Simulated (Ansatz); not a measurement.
# PBE/6-31G(d) (spherical functions) run of C2HClF2 (SMILES FC(F)=CCl)

Aim: the electronic atomisation energy of C2HClF2 at PBE/6-31G* (spherical functions), from 5 runs. 

The results are computed with Ansatz 0.2.0.

68 further runs of the same task are left out: 68 set aside as unsound or not needed.

## Step 1: The system as given

The species is C2HClF2 (6 atoms), meant as a singlet with charge 0. SMILES: `FC(F)=CCl`. The shape is that of a PBE0-D4/def2-TZVP optimisation.

Bond lengths: F1–C2 1.312 Å, C2–F3 1.305 Å, C2–C4 1.321 Å, C4–Cl5 1.706 Å, C4–H6 1.079 Å. Angles: F1–C2–F3 111.1°, F1–C2–C4 123.1°, F3–C2–C4 125.8°, C2–C4–Cl5 122.3°, C2–C4–H6 120.1°, Cl5–C4–H6 117.5°.

## Step 2: The energy at PBE/6-31G(d) (spherical functions)

run.yaml

```yaml
crystal:
  periodic: [false, false, false]
  atoms:
    - {symbol: F, position_ang: [0.901010, -0.810380, 1.342040]}
    - {symbol: C, position_ang: [0.267650, -0.562200, 0.220370]}
    - {symbol: F, position_ang: [0.192510, -1.632620, -0.522730]}
    - {symbol: C, position_ang: [-0.218360, 0.626770, -0.086550]}
    - {symbol: Cl, position_ang: [-1.039010, 0.926430, -1.552100]}
    - {symbol: H, position_ang: [-0.103800, 1.452000, 0.598970]}
basis:
  gaussian:
    orbitals: 6-31G_st_-spherical.json
output: {orbitals: {seedname: orbitals}}
hamiltonian:
  xc: {name: PBE}
accuracy: high
```

The basis set 6-31G* is read from a file made from the Basis Set Exchange's data (not shown).

Launch:

```bash
$ ansatz run run.yaml --threads 1 --pin off --max-ram 3480MiB --events-out events.jsonl --progress --plain --runs-dir runs
```

The log of the run:

```text
Warning: RAYON_NUM_THREADS=1 ignored (pool sized by the plan → 1); use --threads N
Functional definition: PBE
  name "PBE"
  parameter kappa = 0.804
  parameter beta = 0.06672455060314922
  exchange = pbe_x(kappa = kappa, mu = beta*pi^2/3)
  correlation = pbe_c(beta = beta)
1683 factors; integrals over basis functions are off by at most 5.4e-9 eV
mean field evaluation 1: about -20028.4504 eV, gradient 4.0e1 eV
mean field evaluation 2: about -20021.5192 eV, gradient 6.2e1 eV
mean field evaluation 4: about -20031.8973 eV, gradient 3.7e0 eV
mean field evaluation 8: about -20031.9121 eV, gradient 3.1e-1 eV
mean field evaluation 16: about -20031.9122 eV, gradient 1.9e-5 eV
mean field -20031.91224480 eV, -736.1591968785 hartree, gradient 6.7e-8 eV, S^2 0.000000; 0 other end points of the search recorded, 0 dependent functions left out
reference -20031.91224672 eV, -736.1591969492 hartree; 24, 24 occupied and 52, 52 virtual orbitals, 1683 factors
Total energy: -20031.91224672 eV, -736.1591969492 hartree
```

Wall time 4.5 s (1 thread of Arm Neoverse V1, shared host); peak memory 0.18 GiB.

## Step 3: The C atom

job.yaml

```yaml
crystal:
  periodic: [false, false, false]
  atoms:
    - symbol: C
      position_ang: [0.000000, 0.000000, 0.000000]
basis:
  gaussian: {orbitals: 6-31G_st_-spherical.json}
magnetization: {spin_polarized: true, initial_magnetization: 2}
hamiltonian: {xc: {name: PBE}}
accuracy: high
```

The basis set 6-31G* is read from a file made from the Basis Set Exchange's data (not shown).

Launch:

```bash
$ ansatz run job.yaml --threads 1 --pin off --max-ram 3480MiB --events-out events.jsonl --progress --plain --runs-dir runs
```

The log of the run, cut to the lines that bear on the results:

```text
Warning: RAYON_NUM_THREADS=1 ignored (pool sized by the plan → 1); use --threads N
[... 6 set-up lines as earlier in the session ...]
96 factors; integrals over basis functions are off by at most 1.1e-9 eV
mean field evaluation 1: about -1027.9528 eV, gradient 4.6e0 eV
mean field evaluation 2: about -1028.0508 eV, gradient 2.1e0 eV
mean field evaluation 4: about -1028.0821 eV, gradient 2.5e-1 eV
mean field evaluation 8: about -1028.0821 eV, gradient 3.3e-5 eV
mean field evaluation 16: about -1028.0821 eV, gradient 5.4e-2 eV
mean field evaluation 32: about -1028.0821 eV, gradient 1.4e-8 eV
mean field -1028.08208419 eV, -37.7813197351 hartree, gradient 1.4e-8 eV, S^2 2.001489; 2 other end points of the search recorded, 0 dependent functions left out
reference -1028.08208551 eV, -37.7813197834 hartree; 4, 2 occupied and 10, 12 virtual orbitals, 96 factors
Total energy: -1028.08208551 eV, -37.7813197834 hartree
```

It took 0.48 s on 1 thread of Arm Neoverse V1, shared host.

## Step 4: The Cl atom at the same level

job.yaml

```yaml
crystal:
  periodic: [false, false, false]
  atoms:
    - {symbol: Cl, position_ang: [0.000000, 0.000000, 0.000000]}
basis:
  gaussian: {orbitals: 6-31G_st_-spherical.json}
magnetization: {spin_polarized: true, initial_magnetization: 1}
hamiltonian: {xc: pbe}
accuracy: high
```

The basis set 6-31G* is read from a file made from the Basis Set Exchange's data (not shown).

Run the same way, it converges to -459.92343 Eh (log not shown).

## Step 5: The F atom, same level

molecule.yaml

```yaml
crystal:
  periodic: [false, false, false]
  atoms:
    - symbol: F
      position_ang: [0.000000, 0.000000, 0.000000]
basis:
  gaussian:
    orbitals: 6-31G_st_-spherical.json
magnetization:
  spin_polarized: true
  initial_magnetization: 1
hamiltonian:
  xc: pbe
accuracy: high
```

The basis set 6-31G* is read from a file made from the Basis Set Exchange's data (not shown).

Launch:

```bash
$ ansatz run molecule.yaml --threads 1 --pin off --max-ram 3480MiB --events-out events.jsonl --progress --plain --runs-dir runs
```

The log of the run, cut to the lines that bear on the results:

```text
Warning: RAYON_NUM_THREADS=1 ignored (pool sized by the plan → 1); use --threads N
[... 6 set-up lines as earlier in the session ...]
93 factors; integrals over basis functions are off by at most 1.9e-9 eV
mean field evaluation 1: about -2710.5103 eV, gradient 5.2e0 eV
mean field evaluation 2: about -2710.5447 eV, gradient 4.3e0 eV
mean field evaluation 4: about -2710.5961 eV, gradient 5.3e-1 eV
mean field evaluation 8: about -2710.5968 eV, gradient 1.3e-4 eV
mean field evaluation 16: about -2710.4751 eV, gradient 5.5e0 eV
mean field evaluation 32: about -2710.5968 eV, gradient 2.1e-8 eV
mean field -2710.59681832 eV, -99.6125957649 hartree, gradient 2.4e-8 eV, S^2 0.750786; 3 other end points of the search recorded, 0 dependent functions left out
reference -2710.59681868 eV, -99.6125957779 hartree; 5, 4 occupied and 9, 10 virtual orbitals, 93 factors
Total energy: -2710.59681868 eV, -99.6125957779 hartree
```

It took 0.72 s on 1 thread of Arm Neoverse V1, shared host.

## Step 6: The H atom at the same level

molecule.yaml

```yaml
crystal:
  periodic: [false, false, false]
  atoms:
    - symbol: H
      position_ang: [0.000000, 0.000000, 0.000000]
basis:
  gaussian: {orbitals: "6-31G*"}
magnetization: {spin_polarized: true, initial_magnetization: 1}
hamiltonian: {xc: {name: PBE}}
accuracy: high
```

Run the same way, it converges to -0.49743 Eh (log not shown).

## Step 7: Outcome

At PBE/6-31G* (spherical functions):

| quantity | value |
| --- | --- |
| molecule: total energy | -736.15920 Eh |
| molecule: HOMO energy | -5.79 eV |
| molecule: LUMO energy | -0.34 eV |
| molecule: HOMO–LUMO gap | 5.45 eV |
| C atom: total energy | -37.78132 Eh |
| C atom: ⟨S²⟩ | 2.001 |
| Cl atom: total energy | -459.92343 Eh |
| Cl atom: ⟨S²⟩ | 0.752 |
| F atom: total energy | -99.61260 Eh |
| F atom: ⟨S²⟩ | 0.751 |
| H atom: total energy | -0.49743 Eh |
| H atom: ⟨S²⟩ | 0.750 |
| electronic atomisation energy | 25.865 eV |

Taking the molecule apart into free atoms costs 25.86 eV (2496 kJ/mol), before zero-point energy and without spin-orbit coupling.
